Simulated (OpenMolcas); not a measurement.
**InSiH5 (SMILES [SiH3][InH2]): levels of theory compared**

We compute a comparison of 6 runs (HF/3-21G, B2PLYP/def2-TZVP, PBE/def2-TZVP, revPBE/def2-TZVP, MP2/def2-TZVP, CCSD(T)/def2-TZVP) of InSiH5. 

The results are computed with OpenMolcas 26.06.

## (1) The structure to begin with

InSiH5 has 7 atoms, charge 0, and is taken as a singlet. As SMILES, `[SiH3][InH2]`. The Si1–H3 distance was set to 1.935 Å, away from the relaxed value.

Bond lengths: Si1–In2 2.575 Å, Si1–H4 1.491 Å, Si1–H5 1.491 Å, In2–H6 1.729 Å, In2–H7 1.730 Å. Angles: Si1–In2–H6 122.1°, Si1–In2–H7 119.9°, In2–Si1–H4 110.5°, In2–Si1–H5 110.1°, H6–In2–H7 118.0°, H4–Si1–H5 107.3°. A long bond or contact: Si1–H3 1.935 Å.

## (2) The energy at HF/3-21G (run 1)

calc.input

```
&GATEWAY
  BasLib = $CurrDir
  BasisSet
  Si.3-21G....
  Si1 -0.231298 -0.722613 -0.695645 angstrom
  End of Basis
  BasisSet
  In.3-21G....
  In2 1.266602 0.756487 0.786955 angstrom
  End of Basis
  BasisSet
  H.3-21G....
  H3 -2.119900 -0.371100 -0.463600 angstrom
  H4 0.003802 -2.164413 -0.399445 angstrom
  H5 0.097802 -0.506613 -2.133545 angstrom
  H6 0.614902 1.980987 1.818455 angstrom
  H7 2.982902 0.540687 0.765555 angstrom
  End of Basis

&SEWARD

&SCF
  Thresholds = 1e-10 1e-07 1e-07 1e-05
  PrOrbitals = 1 2
```

The basis set 3-21G is read from a file made from the Basis Set Exchange's data (not shown).

The run is started by

```
$ export MOLCAS_MEM=1860
$ pymolcas calc.input > calc.log
```

Output:

```text
--- Start Module: gateway ---
[...]
--- Stop Module: gateway /rc=_RC_ALL_IS_WELL_ ---
--- Start Module: seward ---
[...]
      Basis functions           54
--- Stop Module: seward /rc=_RC_ALL_IS_WELL_ ---
--- Start Module: scf ---
[...]
       Convergence after  10 Iterations
[...]
::    Total SCF energy                              -6004.9490425253
[...]
      Total spin, S                                     0.0000000000
[...]
      Total electronic charge=   68.000000
      Total            charge=   -0.000000
[...]
      Dipole Moment (debye):
      Origin of the operator (angstrom)=    0.9509    0.4474    0.4769
                   X=  1.1396E+00               Y=  3.6766E-01               Z=  4.1620E-01           Total=  1.2677E+00
      Quadrupole Moment (debye*angstrom):
[...]
--- Stop Module: scf /rc=_RC_ALL_IS_WELL_ ---
[...]
```

It took 2.3 s on 1 thread of Arm Neoverse V1, shared host; peak memory 0.39 GiB.

## (3) A single-point energy at B2PLYP/def2-TZVP (core potential) (run 2)

test.input

```
* H5InSi Kohn-Sham DFT
>>> EXPORT MOLCAS_PRINT=2

&GATEWAY
 BasLib = $CurrDir
 Coord
 7
 angstrom
 Si      -0.231298      -0.722613      -0.695645
 In       1.266602       0.756487       0.786955
 H       -2.119900      -0.371100      -0.463600
 H        0.003802      -2.164413      -0.399445
 H        0.097802      -0.506613      -2.133545
 H        0.614902       1.980987       1.818455
 H        2.982902       0.540687       0.765555
 Basis = def2-TZVP
 Group = NoSym

&SEWARD
 GridInput
 Grid=UltraFine
 End of Grid

&SCF
 KSDFT = B2PLYP_SCF
 Thresholds = 1e-10 1e-07 1e-07 1e-05
 PrOrbitals = 1 2

&MBPT2
 Frozen = 9
```

The basis set def2-TZVP is read from a file made from the Basis Set Exchange's data (not shown).

The run is started by

```
$ export MOLCAS_MEM=1860
$ pymolcas test.input > test.log
```

Output:

```text
--- Start Module: gateway ---
[...]
--- Stop Module: gateway /rc=_RC_ALL_IS_WELL_ ---
[...]
      Basis functions          117
[...]
--- Start Module: scf ---
[...]
       Convergence after  13 Iterations
[...]
::    Total KS-DFT energy                            -482.0821982912
[...]
      Total spin, S                                     0.0000000000
[...]
      Total electronic charge=   40.000000
      Total            charge=   -0.000000
[...]
      Dipole Moment (debye):
      Origin of the operator (angstrom)=    0.9509    0.4474    0.4769
                   X=  8.5893E-01               Y=  3.7222E-02               Z=  8.9199E-02           Total=  8.6435E-01
      Quadrupole Moment (debye*angstrom):
[...]
--- Stop Module: scf /rc=_RC_ALL_IS_WELL_ ---
[...]
--- Start Module: mbpt2 ---
[...]
 ###    WARNING: MP2 implementation intended for RHF references only         ###
 ###############################################################################
MBPT2 WARNING: Reference function according to RunFile:KS-DFT
I'll assume you know what you're doing and continue
WARNING!
Default frozen orbitals as non valence orbitals is overwritten by user input.
Default values:   2
[...]
       Reference weight ( Cref**2 )         =        0.81358
::    Total MBPT2 energy                             -482.5845829801
[...]
      Total MBPT2 calculations                           0.69      0.76
--- Stop Module: mbpt2 /rc=_RC_ALL_IS_WELL_ ---
[...]
```

Wall time 38 s (1 thread of Arm Neoverse V1, shared host); peak memory 0.72 GiB.

Runs 3 to 5 aren't shown in full; the table further down has their settings and results.

## (4) The energy at CCSD(T)/def2-TZVP (Cholesky decomposition, core potential) (run 6)

calc.input

```
&gateway
  baslib=$CurrDir
  coord
  7
  bohr
  Si    -0.43708987    -1.36554066    -1.31457853
  In     2.39353089     1.42955325     1.48712942
  H     -4.00603041    -0.70127736    -0.87607703
  H      0.00718474    -4.09014779    -0.75484165
  H      0.18481899    -0.95735982    -4.03181572
  H      1.16199637     3.74352289     3.43638192
  H      5.63686784     1.02175035     1.44668928
  basis=def2-TZVP
  group=NoSym

&seward
  high

&scf
  thresholds=1e-10 1e-07 1e-07 1e-05
  prorbitals=1

&chcc
  frozen=9
  threshold=1e-08
  maxiterations=80

&cht3
  frozen=9
```

The basis set def2-TZVP is read from a file made from the Basis Set Exchange's data (not shown).

The run is started by

```
$ export MOLCAS_MEM=1860
$ pymolcas calc.input > calc.log
```

Output:

```text
--- Start Module: gateway ---
[...]
--- Stop Module: gateway /rc=_RC_ALL_IS_WELL_ ---
[...]
      Basis functions          117
[...]
       Convergence after  12 Iterations
[...]
::    Total SCF energy                               -480.9914248237
[...]
      Total spin, S                                     0.0000000000
[...]
      Total electronic charge=   40.000000
      Total            charge=   -0.000000
[...]
      Dipole Moment (debye):
      Origin of the operator (angstrom)=    0.9509    0.4474    0.4769
                   X=  9.6087E-01               Y=  2.2107E-02               Z=  8.1456E-02           Total=  9.6457E-01
      Quadrupole Moment (debye*angstrom):
[...]
--- Start Module: chcc ---
[...]
--- Stop Module: chcc /rc=_RC_ALL_IS_WELL_ ---
[...]
--- Start Module: cht3 ---
[...]
--- Stop Module: cht3 /rc=_RC_ALL_IS_WELL_ ---
[...]
```

It took 12 min on 1 thread of Arm Neoverse V1, shared host; peak memory 0.25 GiB.

## (5) The series

```csv
run,level,frozen core orbitals,integration grid,energy (Eh),dipole moment (D) of the reference,HOMO energy (eV),LUMO energy (eV),wall time
1,HF/3-21G,–,–,-6004.949043,1.27,-9.73,0.33,2.3 s
2,B2PLYP/def2-TZVP (core potential),9,UltraFine,-482.217842,0.86,-8.27,-1.32,38 s
3,PBE/def2-TZVP (core potential),–,UltraFine,-482.410297,0.74,-6.43,-2.96,41 s
4,revPBE/def2-TZVP (core potential),–,UltraFine,-482.564459,0.77,-6.39,-2.85,41 s
5,MP2/def2-TZVP (core potential),9,–,-481.402357,0.96,-9.77,0.23,16 s
6,"CCSD(T)/def2-TZVP (Cholesky decomposition, core potential)",9,–,-481.451431,0.96,-9.77,0.23,12 min
```

## (6) What came out

```
                                          quantity          value
                               run 6: total energy  -481.45143 Eh
         run 6: dipole moment (mean-field density)         0.96 D
        run 6: HOMO energy (Hartree–Fock orbitals)       -9.77 eV
        run 6: LUMO energy (Hartree–Fock orbitals)        0.23 eV
      run 6: HOMO–LUMO gap (Hartree–Fock orbitals)        9.99 eV
run 6: correlation energy (9 core orbitals frozen)     -460.0 mEh
                             run 6: (T) correction     -12.83 mEh
```

**Reading.** Over runs 1, 2, 3, 4 the dipole moment (its size) runs from 0.74 D (PBE/def2-TZVP) to 1.27 D (HF/3-21G). The two ends differ in method and basis and core potential. Over runs 1, 2, 3, 4 the HOMO–LUMO gap runs from 3.47 eV (PBE/def2-TZVP) to 10.06 eV (HF/3-21G). For B2PLYP the log adds the whole second-order term; the table takes 0.27 of it, as the functional is defined. Totals of different functionals can't be ranked against each other. Some runs of one species differ in core potentials or relativity; totals across that change don't compare. In run 1 relativity is left out where basis or elements ask for it. All runs together took 14 min, the longest 12 min.
